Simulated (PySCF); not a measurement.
# C5H4F2: the cost of one run

The runs use PySCF 2.14.0, with density-fitted response routines of our own; the level of theory stands in each step. All values are computed, except where a source is named. Atoms count from 0, in the outputs and in this text.

### 1 Starting geometry

11 atoms, charge 0, multiplicity 1; geometry from: GFN2-xTB. The atoms were then displaced at random by about 0.01 Å, so the start is not that level's minimum.

Bonds of the start (Å): C0–C1 1.34, C1–C2 1.27, C2–C3 1.26, C3–C4 1.53, C4–F5 1.37, C4–F6 1.34, C0–H7 1.10, C0–H8 1.05, C3–H9 1.08, C4–H10 1.10.

### 2 Relaxing the molecule at PBE0-D3(BJ)/def2-SVP

What the job is given:

```
{"job": {"xc": "PBE0", "basis": "def2-SVP", "d3": "d3bj", "grid": 1, "shake": 0.01, "kind": "geom"}, "charge": 0, "multiplicity": 1}
C      2.795830    -0.467430    -0.641810
C      1.529780    -0.045880    -0.557690
C      0.327780     0.364980    -0.481760
C     -0.865130     0.763270    -0.376200
C     -1.988000    -0.151140     0.107420
F     -2.489550     0.303290     1.302410
F     -3.028270    -0.149040    -0.741650
H      3.572170     0.222900    -0.993360
H      3.059280    -1.441540    -0.361040
H     -1.209070     1.763350    -0.615630
H     -1.666710    -1.188590     0.268290
```

Command:

```console
$ OMP_NUM_THREADS=1 python probes_run.py task.json out
```

This one command runs all jobs of the session in turn.

Q: Estimate the wall time and peak memory of this first job on 1 thread of Arm Neoverse V2, shared host.

About 29 s, with a peak of 0.47 GiB.
